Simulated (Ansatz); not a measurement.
**C: straining the crystal, a stretch of c alone**

How does C answer a stretch of c alone between -4.5 and +4.5 %? At each strain the rest of the cell is held and the atoms relax, within the symmetry that is left.

Method: DFT r2SCAN, scalar-relativistic, plane waves, PAW, in Ansatz 0.2.0.

4 further runs of the same task are left out: 4 set aside as unsound or not needed.

## 1. Starting point

The structure is hexagonal, space group P6_3/mmc (No. 194). The conventional cell has a = 2.456 Å, b = 2.456 Å, c = 7.036 Å, α = 90.00°, β = 90.00°, γ = 120.00°. Around C (site symmetry -6m2) lie 3 C at 1.42 Å.

Structure file:

```cif
data_structure
_symmetry_space_group_name_H-M 'P 1'
_symmetry_Int_Tables_number 1
_cell_length_a 2.4558
_cell_length_b 2.4558
_cell_length_c 7.0364
_cell_angle_alpha 90.000
_cell_angle_beta 90.000
_cell_angle_gamma 120.000
_cell_volume 36.75
loop_
_atom_site_label
_atom_site_type_symbol
_atom_site_fract_x
_atom_site_fract_y
_atom_site_fract_z
_atom_site_occupancy
C1 C 0.00000 0.00000 0.25000 1
C2 C 0.00000 0.00000 0.75000 1
C3 C 0.33333 0.66667 0.25000 1
C4 C 0.66667 0.33333 0.75000 1
```

It goes back to an entry of the Materials Project.

It is the result of an earlier relaxation at this level (volume 9.19 Å³/atom; gap on the mesh: none (metal)).

## 2. Reference cell for the strains

The input, input.yaml:

```yaml
crystal:
  lattice:
    - [2.4558082585, 0.0, 0.0]
    - [-1.2279041293, 2.1267923387, 0.0]
    - [0.0, 0.0, 7.0364238502]
  atoms:
    - { symbol: C, position: [0.0, 0.0, 0.25] }
    - { symbol: C, position: [0.0, 0.0, 0.75] }
    - { symbol: C, position: [0.3333333333, 0.6666666667, 0.25] }
    - { symbol: C, position: [0.6666666667, 0.3333333333, 0.75] }
basis:
  ecutwfc: 500
kpoints:
  mp_grid: { grid: [24, 24, 8] }
hamiltonian:
  xc: r2scan
scf:
  occupations: { method: gaussian, width: 0.1 }
output:
  forces: true
  stress: true
  eigenvalues: true
```

Command:

```bash
> ansatz run input.yaml --threads 1 --pin off --max-ram 2560MiB --backend cpu --events-out ev --progress --plain --runs-dir out
```

Further runs follow: the cell strained by -1.5 %; the cell strained by +1.5 %; At -3.0 %; the cell strained by +3.0 %; At -4.5 %; At +4.5 %.

Q: Predict the outcome of this session. Wanted: (1/V) d²E/dε² at zero strain, cubic fit.

As calculated:

```
                               quantity                   value
                    largest energy cost  1.8 meV/atom at -4.5 %
(1/V) d²E/dε² at zero strain, cubic fit                  23 GPa
```

What this shows: The curvature of the energy, 23 GPa, is the elastic constant along c at held a and b. Layers here are held mostly by dispersion, which this level lacks, so their spacing and the stiffness across them are unreliable there.
